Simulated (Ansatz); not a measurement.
# Zr3AlN4: the cost of one run

Method: DFT PBE, scalar-relativistic, plane waves, PAW, unless a step names another level, in Ansatz 0.2.0.

**1. The structure to begin with**

The structure is trigonal, space group R-3m (No. 166). The conventional cell has a = 3.159 Å, b = 3.159 Å, c = 31.424 Å, α = 90.00°, β = 90.00°, γ = 120.00°. Zr (site symmetry -3m) has 6 N at 2.28 Å as nearest neighbours. Zr (site symmetry 3m) is surrounded by 6 N at 2.25 to 2.33 Å. Al (site symmetry -3m) is surrounded by 6 N at 2.14 Å. Around N (site symmetry 3m) lie 6 Zr at 2.25 to 2.28 Å. N (site symmetry 3m) has 3 Al at 2.14 Å and 3 Zr at 2.33 Å as nearest neighbours.

Structure file:

```cif
data_structure
_symmetry_space_group_name_H-M 'R-3m:H'
_symmetry_Int_Tables_number 166
_cell_length_a 3.1590
_cell_length_b 3.1590
_cell_length_c 31.4238
_cell_angle_alpha 90.000
_cell_angle_beta 90.000
_cell_angle_gamma 120.000
_cell_volume 271.57
loop_
_atom_site_label
_atom_site_type_symbol
_atom_site_symmetry_multiplicity
_atom_site_Wyckoff_symbol
_atom_site_fract_x
_atom_site_fract_y
_atom_site_fract_z
_atom_site_occupancy
Zr1 Zr 3 b 0.66667 0.33333 0.83333 1
Zr2 Zr 6 c 0.33333 0.66667 0.91854 1
Al1 Al 3 a 0.00000 0.00000 0.00000 1
N1 N 6 c 0.00000 0.00000 0.87685 1
N2 N 6 c 0.66667 0.33333 0.96454 1
```

It came out lowest among 25 distinct ends of the trial cells. At a tolerance of 0.05 Å it has space group R-3m (No. 166).

**2. A stricter relaxation, on the response runs' mesh and smearing**

File input.yaml:

```yaml
crystal:
  lattice:
    - [1.5794752831, 0.9119104798, 10.4746017611]
    - [-1.5794752831, 0.9119104798, 10.4746017611]
    - [0.0, -1.8238209597, 10.4746017611]
  atoms:
    - { symbol: Zr, position: [0.5, 0.5, 0.5] }
    - { symbol: Zr, position: [0.2518724619, 0.2518724619, 0.2518724619] }
    - { symbol: Zr, position: [0.7481275381, 0.7481275381, 0.7481275381] }
    - { symbol: Al, position: [0.0, 0.0, 0.0] }
    - { symbol: "N", position: [0.8768538207, 0.8768538207, 0.8768538207] }
    - { symbol: "N", position: [0.1231461793, 0.1231461793, 0.1231461793] }
    - { symbol: "N", position: [0.6312112407, 0.6312112407, 0.6312112407] }
    - { symbol: "N", position: [0.3687887593, 0.3687887593, 0.3687887593] }
basis:
  ecutwfc: 420
kpoints:
  mp_grid: { grid: [12, 12, 12] }
hamiltonian:
  xc: pbe
scf:
  occupations: { method: gaussian, width: 0.1 }
output:
  forces: true
  stress: true
  eigenvalues: true
  write_density: true
  write_potential: true
  elf: true
  volumetric_format: npy
relax:
  adjacent_minimum: "off"
  f_tol: 0.001
  max_steps: 60
  cell: { stress_tol: 0.01 }
```

On the command line:

```
$ ansatz run input.yaml --threads 3 --pin off --max-ram 7680MiB --backend cpu --events-out ev --progress --plain --runs-dir out
```

**Question.** How long does this run take on 3 threads of Intel Xeon 6975P-C (Granite Rapids), shared host, and how much memory does it need?

About 34 s, with a peak of 0.81 GiB.
